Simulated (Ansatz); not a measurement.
# C₇H₅N: taking an electron away

The task here is to estimate one member of a computed series from the others.

Computed with Ansatz 0.2.0, Gaussian basis. Level: unrestricted cation, the program's frozen cores in correlated methods.

Levels to be run: UKS PBE-D4/def2-TZVPP; UKS r2SCAN-D4/def2-TZVPP; UKS PBE0-D4/def2-TZVPP; UKS B3LYP-D4/def2-TZVPP; UKS wB97X-V/def2-TZVPP; UKS wB97M-V/def2-TZVPP; UKS B2PLYP/def2-TZVPP; UHF-CCSD(T)/def2-TZVPP; UHF-MP2/def2-QZVPP; extrapolation to the limit; then −ε(HOMO) from the neutral's earlier runs with LDA (SPW92), PBE-D4, revPBE-D4, BLYP-D4, r2SCAN-D4, B97M-V, PBE0-D4, B3LYP-D4, r2SCANh-D4, r2SCAN0-D4, HSE06-D4, BHLYP-D4, CAM-B3LYP-D4, LC-ωPBE, ωB97X-V, ωB97M-V.

### The relaxed structure

All runs share one geometry, relaxed beforehand with PBE0-D4 in a triple-zeta def2 set.

SMILES `[C-]#[N+]c1ccccc1`, 13 atoms, charge 0, spin multiplicity 1.

Atoms are counted from 1 here; the program's logs count them from 0.

Bond lengths: C1–N2 1.168 Å, N2–C3 1.377 Å, C3–C4 1.391 Å, C3–C8 1.391 Å, C4–C5 1.384 Å, C4–H9 1.083 Å, C5–C6 1.388 Å, C5–H10 1.083 Å, C6–C7 1.388 Å, C6–H11 1.083 Å, C7–C8 1.384 Å, C7–H12 1.083 Å, C8–H13 1.083 Å. Angles: C1–N2–C3 180.0°, N2–C3–C4 119.6°, N2–C3–C8 119.6°, C4–C3–C8 120.8°, C3–C4–C5 119.2°, C3–C4–H9 119.4°, C5–C4–H9 121.4°, C4–C5–C6 120.3°, C4–C5–H10 119.5°, C6–C5–H10 120.1°, C5–C6–C7 120.0°, C5–C6–H11 120.0°, C7–C6–H11 120.0°, C6–C7–C8 120.3°, C6–C7–H12 120.1°, C8–C7–H12 119.5°, C3–C8–C7 119.2°, C3–C8–H13 119.4° and more.

Set-up of the first run:

in.yaml

```yaml
crystal:
  periodic: [false, false, false]
  atoms:
    - {symbol: C, position_ang: [1.834502, -1.063880, 2.905969]}
    - {symbol: N, position_ang: [1.238733, -0.718823, 1.962209]}
    - {symbol: C, position_ang: [0.536483, -0.311504, 0.849963]}
    - {symbol: C, position_ang: [0.153619, 1.020057, 0.729550]}
    - {symbol: C, position_ang: [-0.551683, 1.422120, -0.391141]}
    - {symbol: C, position_ang: [-0.872971, 0.506660, -1.383061]}
    - {symbol: C, position_ang: [-0.486567, -0.819660, -1.253619]}
    - {symbol: C, position_ang: [0.219179, -1.236734, -0.138685]}
    - {symbol: H, position_ang: [0.413065, 1.720254, 1.513396]}
    - {symbol: H, position_ang: [-0.851987, 2.458519, -0.489170]}
    - {symbol: H, position_ang: [-1.425323, 0.827333, -2.258233]}
    - {symbol: H, position_ang: [-0.735950, -1.536960, -2.026410]}
    - {symbol: H, position_ang: [0.528891, -2.267369, -0.020768]}
basis:
  gaussian: {orbitals: def2-TZVPP}
total_charge: 1
magnetization: {spin_polarized: true, initial_magnetization: 1}
hamiltonian: {xc: pbe, dispersion: d4}
```

Launch:

```bash
$ ansatz run in.yaml --threads 2 --pin off --events-out ev --progress --plain --max-ram 32768MiB --backend cuda --devices 0, --max-vram 18GiB
```

Steps of the session up to this table: Cation, UKS PBE-D4/def2-TZVPP; Cation, UKS r2SCAN-D4/def2-TZVPP; Cation, UKS PBE0-D4/def2-TZVPP; Cation, UKS B3LYP-D4/def2-TZVPP; Cation, UKS wB97X-V/def2-TZVPP; Cation, UKS wB97M-V/def2-TZVPP; Cation, UKS B2PLYP (frozen core)/def2-TZVPP; Cation, UHF-CCSD(T)/def2-TZVPP; Cation, UHF-MP2/def2-QZVPP.

One of the session's tables, all rows but one given; the rest of the session is left out.

Orbital estimates, from the neutral's runs:

| functional | −ε(HOMO) (eV) |
| --- | --- |
| LDA (SPW92) | 6.91 |
| PBE-D4 | 6.68 |
| revPBE-D4 | ? |
| BLYP-D4 | 6.48 |
| r2SCAN-D4 | 6.83 |
| B97M-V | 6.75 |
| PBE0-D4 | 7.61 |
| B3LYP-D4 | 7.40 |
| r2SCANh-D4 | 7.19 |
| r2SCAN0-D4 | 7.73 |
| HSE06-D4 | 7.23 |
| BHLYP-D4 | 8.35 |
| CAM-B3LYP-D4 | 8.78 |
| LC-ωPBE | 10.07 |
| ωB97X-V | 9.70 |
| ωB97M-V | 9.62 |

Q: Estimate the row for revPBE-D4 from the others.

As computed: −ε(HOMO) (eV): 6.60. In the column «−ε(HOMO) (eV)» it lies between BLYP-D4 (6.48) and PBE-D4 (6.68).

To keep in mind: The cation may have settled in a state other than its lowest; no search over hole states beyond the program's own was made.
